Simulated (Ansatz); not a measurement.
LaMgO3 (distorted cell), a check of forces and pressure against finite differences

With Ansatz 0.2.0 through its Python package.

Run as a notebook:

```python
import ansatz as az
import numpy as np
```

```python
vectors0 = np.array([
    [3.94579, 0.0, 0.0],
    [0.0, 3.94579, 0.0],
    [0.0, 0.0, 3.94579],
])
sites = [
    ('La', [0.01713, 0.04636, 0.96586]),
    ('Mg', [0.51737, 0.56641, 0.48073]),
    ('O', [0.49896, 0.46399, 0.01421]),
    ('O', [0.46715, 0.01559, 0.49278]),
    ('O', [0.98975, 0.48465, 0.50677]),
]
```

```python
def crystal_on(cell):
    crystal = az.Crystal(lattice=az.Lattice.of(cell))
    for symbol, position in sites:
        crystal = crystal.atom(symbol, position)
    return crystal
```

```python
def solve(crystal):
    return (
        crystal.calculation()
        .functional('pbesol')
        .occupations('Fermi-Dirac', width=0.1)
        .basis(540, xc_grid=2)
        .kpoints(4, 4, 4)
        .scf(tolerance=1e-09)
        .forces()
        .stress()
        .run(threads=1)
    ).report
```

```python
centre = solve(crystal_on(vectors0))
start = crystal_on(vectors0)
# move one atom both ways along a Cartesian axis
print(f'force on atom 3 along z: analytic {centre["forces_ev_ang"][3][2]:.4f} eV/A')
for h in (0.004, 0.016):
    shift = np.eye(3)[2] * h @ np.linalg.inv(vectors0)
    plus, minus = (solve(start.move(3, to=np.array(sites[3][1]) + sign * shift))['lagrangian_ev'] for sign in (1, -1))
    print(f'  step {h} A: numerical {-(plus - minus) / (2 * h):.4f} eV/A')
# P = -dF/dV; the difference feels the change of the plane-wave count with the cell
volume = abs(np.linalg.det(vectors0))
larger, smaller = (solve(crystal_on(vectors0 * (1 + sign * 0.005) ** (1 / 3)))['lagrangian_ev'] for sign in (1, -1))
numerical = -(larger - smaller) / (0.01 * volume) * 160.21766
print(f'pressure: analytic {np.trace(centre["stress_gpa"]) / 3:.3f}, numerical {numerical:.3f} GPa')
```

    DeckWarning: output.stress: scf.convergence.dr2_threshold = 1e-9 eV is looser than the 5e-10 eV advised for a printed stress (1e-10 eV for each atom of the cell: 5). What an SCF threshold leaves in a stress goes as its square root, and in the free energy as the threshold itself, and one threshold admits the most on a small cell: of the crystals measured, under no hybrid functional and no lock of [...]
    force on atom 3 along z: analytic 0.3189 eV/A
      step 0.004 A: numerical 0.3189 eV/A
      step 0.016 A: numerical 0.3188 eV/A
    pressure: analytic -0.572, numerical -0.570 GPa

What to keep in mind:
- The cell holds an odd number of electrons and is run without spin, so a magnetic state may lie lower.
- The mesh is modest for a metal, so energies can be off by several to tens of meV an atom and pressures by half a GPa or more; differences at equal mesh fare better.
- Pressure is positive in compression.
- The cell is a database structure, distorted on purpose.
- Warnings are shown shortened and without file and line.
- The central difference errs as the square of the step, so the shorter step is the fairer test; what remains comes from the finite grid and the SCF threshold.
- The whole script took 50 s on 1 thread of Arm Neoverse V2, with other jobs on the host, peak memory 0.43 GiB.
